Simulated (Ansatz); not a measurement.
# MgO (rocksalt type): the cost of one run

Computed with Ansatz 0.2.0 (DFT r²SCAN, with the methods named in each step, unless a step's input says otherwise).

**1. The system as given**

The structure is cubic, space group Fm-3m (No. 225). The conventional cell has a = 4.309 Å, b = 4.309 Å, c = 4.309 Å, α = 90.00°, β = 90.00°, γ = 90.00°. Mg (site symmetry m-3m) has 6 O at 2.15 Å as nearest neighbours. Around O (site symmetry m-3m) lie 6 Mg at 2.15 Å.

As a file:

```
CELL_PARAMETERS angstrom
0.00000 2.15443 2.15443
2.15443 0.00000 2.15443
2.15443 2.15443 0.00000
ATOMIC_POSITIONS crystal
Mg 0.00000 0.00000 0.00000
O 0.50000 0.50000 0.50000
```

Whether this phase is the stable one at these pressures isn't tested.

Atoms are numbered in the order of the input: Mg1, O2.

**2. Cell relaxed at zero pressure, PAW**

input.yaml

```yaml
crystal:
  lattice:
    - [0.0, 2.15443469, 2.15443469]
    - [2.15443469, 0.0, 2.15443469]
    - [2.15443469, 2.15443469, 0.0]
  atoms:
    - { symbol: Mg, position: [0.0, 0.0, 0.0] }
    - { symbol: O, position: [0.5, 0.5, 0.5] }
kpoints:
  mp_grid: { grid: [15, 15, 15] }
scf:
  occupations: { method: fermi_dirac, width: 0.05 }
hamiltonian:
  xc: r2scan
  pseudopotentials: { kind: paw }
output:
  forces: true
  stress: true
relax:
  f_tol: 0.005
  max_steps: 40
  cell: {}
```

Launch:

```sh
> ansatz run input.yaml --threads 1 --pin off --max-ram 2048MiB --backend cpu --events-out ev --progress --plain --runs-dir out
```

Q: Estimate wall time and peak memory on 1 thread of Intel Xeon Platinum 8488C (Sapphire Rapids), shared host.

About 9.4 s, with a peak of 0.43 GiB.
